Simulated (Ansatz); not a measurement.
# TaN: the cost of one run

Program: Ansatz 0.2.0. Level of theory: DFT PBEsol+U (U_eff = 7 eV on Ta d, around-mean-field double counting), plane waves, PAW, no spin–orbit coupling unless a run says so. These are calculated values, not measurements.

## Step 1: The starting structure

The structure is cubic, space group Fm-3m (No. 225). Conventional cell: a = 4.358 Å, b = 4.358 Å, c = 4.358 Å, α = 90.00°, β = 90.00°, γ = 90.00°. Ta (site symmetry m-3m) has 6 N at 2.18 Å in its first shell of neighbours. N (site symmetry m-3m) is surrounded by 6 Ta at 2.18 Å.

As a file:

```
CELL_PARAMETERS angstrom
0.00000 2.17900 2.17900
2.17900 0.00000 2.17900
2.17900 2.17900 0.00000
ATOMIC_POSITIONS crystal
Ta 0.50000 0.50000 0.50000
N 0.00000 0.00000 0.00000
```

Magnetic order typed: ferromagnetic.

An earlier series on this cell reached its lowest free state from «random orbitals: fully mixed, first filling», perhaps among other starts (it ended with site moments under 0.05 μB).

## Step 2: Random orbitals: single harmonics, second filling

Input file input.yaml:

```yaml
crystal:
  lattice:
    - [0.0, 2.17900131, 2.17900131]
    - [2.17900131, 0.0, 2.17900131]
    - [2.17900131, 2.17900131, 0.0]
  atoms:
    - { symbol: Ta, position: [0.5, 0.5, 0.5], spin: 0.3 }
    - { symbol: "N", position: [0.0, 0.0, 0.0] }
basis:
  ecutwfc: 420
  ecutrho_ratio: 4
kpoints:
  mp_grid: { grid: [7, 7, 7] }
hamiltonian:
  xc: pbesol
  hubbard:
    sites:
      - { site: 0, l: d, u_eff: 7.0, starting_ns: [{ spin: up, occupation_matrix: s0up }, { spin: down, occupation_matrix: s0down }] }
    double_counting: amf
    occupation_matrices:
      s0up:
        matrix:
          - [0.02, 0.0, 0.0, 0.0, 0.0]
          - [0.0, 0.02, 0.0, 0.0, 0.0]
          - [0.0, 0.0, 0.97, 0.0, 0.0]
          - [0.0, 0.0, 0.0, 0.02, 0.0]
          - [0.0, 0.0, 0.0, 0.0, 0.02]
      s0down:
        matrix:
          - [0.97, 0.0, 0.0, 0.0, 0.0]
          - [0.0, 0.02, 0.0, 0.0, 0.0]
          - [0.0, 0.0, 0.02, 0.0, 0.0]
          - [0.0, 0.0, 0.0, 0.02, 0.0]
          - [0.0, 0.0, 0.0, 0.0, 0.02]
    ns_hold: until_converged
scf:
  occupations: { method: gaussian, width: 0.05 }
  lower_state_search: "off"
  max_iter: 150
output:
  forces: true
  stress: true
  eigenvalues: true
  populations: true
  hubbard: { sites: [{ site: 0, l: d }] }
magnetization:
  spin_polarized: true
```

The typed matrices put 0.97 on the chosen orbitals and 0.02 on the others, and are held until the SCF converges, then released.

On the command line:

```
ansatz run input.yaml --threads 2 --pin off --max-ram 3072MiB --backend cpu --events-out ev --progress --plain --runs-dir out
```

Q: Estimate wall time and peak memory on 2 threads of Arm Neoverse V2, shared host.

About 5.5 s, with a peak of 0.31 GiB.
